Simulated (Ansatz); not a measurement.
# C3H9ClOSi: basis-set convergence

One table from this session's results is given with a row withheld; the runs are named, their logs left out.

Method: one geometry, several basis sets; program: Ansatz 0.2.0, Gaussian basis.

Levels to be run: PBE0-D4/def2-SVP; ωB97M-V/def2-SVP; PBE0-D4/def2-QZVPP; the functionals' def2-TZVPP values are taken from earlier runs.

1 further run of the same task is left out (it didn't finish).

### Structure used throughout

All runs share one geometry, relaxed beforehand with PBE0-D4 in a triple-zeta def2 set.

SMILES `CC[SiH](Cl)OC`, 15 atoms, charge 0, spin multiplicity 1.

Atoms are counted from 1 here; the program's logs count them from 0.

Bond lengths: C1–C2 1.526 Å, C1–H7 1.093 Å, C1–H8 1.092 Å, C1–H9 1.092 Å, C2–Si3 1.852 Å, C2–H10 1.096 Å, C2–H11 1.095 Å, Si3–Cl4 2.068 Å, Si3–O5 1.630 Å, Si3–H12 1.486 Å, O5–C6 1.411 Å, C6–H13 1.094 Å, C6–H14 1.091 Å, C6–H15 1.096 Å. Angles: C2–C1–H7 111.6°, C2–C1–H8 111.3°, C2–C1–H9 111.2°, H7–C1–H8 107.4°, H7–C1–H9 107.4°, H8–C1–H9 107.7°, C1–C2–Si3 113.9°, C1–C2–H10 110.8°, C1–C2–H11 110.9°, Si3–C2–H10 106.9°, Si3–C2–H11 107.6°, H10–C2–H11 106.2°, C2–Si3–Cl4 109.8°, C2–Si3–O5 108.3°, C2–Si3–H12 113.5°, Cl4–Si3–O5 109.7°, Cl4–Si3–H12 105.0°, O5–Si3–H12 110.5° and more.

The first run:

in.yaml

```yaml
crystal:
  periodic: [false, false, false]
  atoms:
    - {symbol: C, position_ang: [-1.768758, -0.665182, 1.759134]}
    - {symbol: C, position_ang: [-1.187638, 0.331537, 0.760146]}
    - {symbol: Si, position_ang: [0.356556, -0.258190, -0.075520]}
    - {symbol: Cl, position_ang: [-0.033398, -1.998287, -1.123695]}
    - {symbol: O, position_ang: [0.857666, 0.902491, -1.104655]}
    - {symbol: C, position_ang: [2.004063, 0.805201, -1.921008]}
    - {symbol: H, position_ang: [-1.053097, -0.906030, 2.549585]}
    - {symbol: H, position_ang: [-2.043552, -1.602120, 1.269832]}
    - {symbol: H, position_ang: [-2.664856, -0.266306, 2.239494]}
    - {symbol: H, position_ang: [-0.941878, 1.279317, 1.252850]}
    - {symbol: H, position_ang: [-1.916212, 0.572256, -0.020939]}
    - {symbol: H, position_ang: [1.442727, -0.617248, 0.873140]}
    - {symbol: H, position_ang: [1.869607, 0.044139, -2.695524]}
    - {symbol: H, position_ang: [2.162304, 1.772161, -2.400361]}
    - {symbol: H, position_ang: [2.894567, 0.555561, -1.333282]}
basis:
  gaussian: {orbitals: def2-SVP}
hamiltonian: {xc: pbe0, dispersion: d4}
output: {orbitals: {seedname: orbitals}}
```

Steps of the session up to this table: PBE0-D4 in def2-SVP; ωB97M-V in def2-SVP; PBE0-D4 in def2-QZVPP.

One table of the session follows, with a row left open; its other results are not shown here.

It belongs to the step «Density functionals: the series». 

| functional | basis | HOMO (eV) | LUMO (eV) |
| --- | --- | --- | --- |
| PBE0-D4 | def2-SVP | -8.19 | 1.37 |
| PBE0-D4 | def2-TZVPP | -8.29 | 0.85 |
| PBE0-D4 | def2-QZVPP | -8.32 | 0.60 |
| ωB97M-V | def2-SVP | ? | ? |
| ωB97M-V | def2-TZVPP | -10.54 | 2.50 |

Estimate the missing values for ωB97M-V, def2-SVP.

**Answer.** HOMO (eV): -10.42; LUMO (eV): 3.22. In the column «HOMO (eV)» it lies between ωB97M-V, def2-TZVPP (-10.54) and PBE0-D4, def2-QZVPP (-8.32).
